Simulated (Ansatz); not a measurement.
# CH4F2O2Si: up Jacob's ladder to CCSD(T)

The task here is to estimate one member of a computed series from the others.

Computed with Ansatz 0.2.0, Gaussian basis. Level: functionals in def2-TZVPP, the program's frozen cores in correlated methods.

Levels to be run: LDA (SPW92), PBE-D4, revPBE-D4, BLYP-D4, r2SCAN-D4, B97M-V, PBE0-D4, B3LYP-D4, r2SCANh-D4, r2SCAN0-D4, HSE06-D4, BHLYP-D4, CAM-B3LYP-D4, LC-ωPBE, ωB97X-V, ωB97M-V, B2PLYP, PBE-QIDH; CCSD(T)/def2-SVP; CCSD(T)/def2-TZVPP; MP2/def2-QZVPP; extrapolation to the limit; RPA on PBE.

## The geometry

The geometry comes from an earlier relaxation with PBE0-D4 in a triple-zeta def2 set; it is a stationary point, not always the lowest conformer.

SMILES `CO[Si](O)(F)F`, 10 atoms, charge 0, spin multiplicity 1.

Atoms are counted from 1 here; the program's logs count them from 0.

Bond lengths: C1–O2 1.416 Å, C1–H7 1.090 Å, C1–H8 1.094 Å, C1–H9 1.093 Å, O2–Si3 1.609 Å, Si3–O4 1.610 Å, Si3–F5 1.583 Å, Si3–F6 1.576 Å, O4–H10 0.958 Å. Angles: O2–C1–H7 107.9°, O2–C1–H8 111.2°, O2–C1–H9 110.8°, H7–C1–H8 108.9°, H7–C1–H9 108.8°, H8–C1–H9 109.1°, C1–O2–Si3 126.0°, O2–Si3–O4 110.4°, O2–Si3–F5 109.4°, O2–Si3–F6 112.3°, O4–Si3–F5 112.0°, O4–Si3–F6 107.3°, F5–Si3–F6 105.4°, Si3–O4–H10 118.5°.

Set-up of the first run:

The input, in.yaml:

```yaml
crystal:
  periodic: [false, false, false]
  atoms:
    - {symbol: C, position_ang: [-0.498103, -1.207631, 0.972187]}
    - {symbol: O, position_ang: [0.459603, -0.388882, 0.326803]}
    - {symbol: Si, position_ang: [0.143359, 0.911842, -0.565988]}
    - {symbol: O, position_ang: [1.489688, 1.456325, -1.260073]}
    - {symbol: F, position_ang: [-0.972106, 0.558318, -1.632242]}
    - {symbol: F, position_ang: [-0.454132, 2.093083, 0.289545]}
    - {symbol: H, position_ang: [0.017663, -2.088693, 1.354240]}
    - {symbol: H, position_ang: [-1.278813, -1.527732, 0.276567]}
    - {symbol: H, position_ang: [-0.959402, -0.677613, 1.809788]}
    - {symbol: H, position_ang: [2.135341, 0.819685, -1.567825]}
basis:
  gaussian: {orbitals: def2-TZVPP}
hamiltonian: {xc: lda}
output: {orbitals: {seedname: orbitals}}
```

Steps of the session up to this table: LDA; PBE-D4 (GGA); revPBE-D4 (GGA); BLYP-D4 (GGA); r2SCAN-D4 (meta-GGA); B97M-V (meta-GGA); PBE0-D4 (hybrid); B3LYP-D4 (hybrid); r2SCANh-D4 (hybrid); r2SCAN0-D4 (hybrid); HSE06-D4 (hybrid); BHLYP-D4 (hybrid); CAM-B3LYP-D4 (range-separated); LC-ωPBE-D4 (range-separated; the results give it without D4); ωB97X-V (range-separated); ωB97M-V (range-separated); B2PLYP (double hybrid); PBE-QIDH (double hybrid).

One table of the session follows, with a row left open; its other results are not shown here.

It belongs to the step «Frontier levels by functional». 

| functional | HOMO (eV) | LUMO (eV) | gap (eV) |
| --- | --- | --- | --- |
| LDA (SPW92) | -7.57 | -0.60 | 6.96 |
| PBE-D4 | -7.40 | -0.39 | 7.01 |
| revPBE-D4 | -7.34 | -0.28 | 7.06 |
| BLYP-D4 | ? | ? | ? |
| r2SCAN-D4 | -7.77 | 0.28 | 8.06 |
| B97M-V | -7.88 | -0.08 | 7.79 |
| PBE0-D4 | -9.08 | 0.56 | 9.64 |
| B3LYP-D4 | -8.83 | 0.17 | 9.00 |
| r2SCANh-D4 | -8.40 | 0.58 | 8.97 |
| r2SCAN0-D4 | -9.34 | 0.99 | 10.33 |
| HSE06-D4 | -8.67 | 0.18 | 8.85 |
| BHLYP-D4 | -10.71 | 1.25 | 11.96 |
| CAM-B3LYP-D4 | -10.59 | 1.35 | 11.94 |
| LC-ωPBE | -11.95 | 2.77 | 14.72 |
| ωB97X-V | -11.60 | 2.54 | 14.14 |
| ωB97M-V | -11.52 | 2.10 | 13.61 |

Estimate the missing values for BLYP-D4.

Worked estimate for «HOMO (eV)». Against the share of exact exchange, B3LYP-D4 (0.2, -8.83), BHLYP-D4 (0.5, -10.71) give a slope of -6.27 per unit share; at 0 the line stands at -7.58.

As computed: HOMO (eV): -7.32; LUMO (eV): -0.42; gap (eV): 6.90. In «HOMO (eV)» the line misses by -0.26.
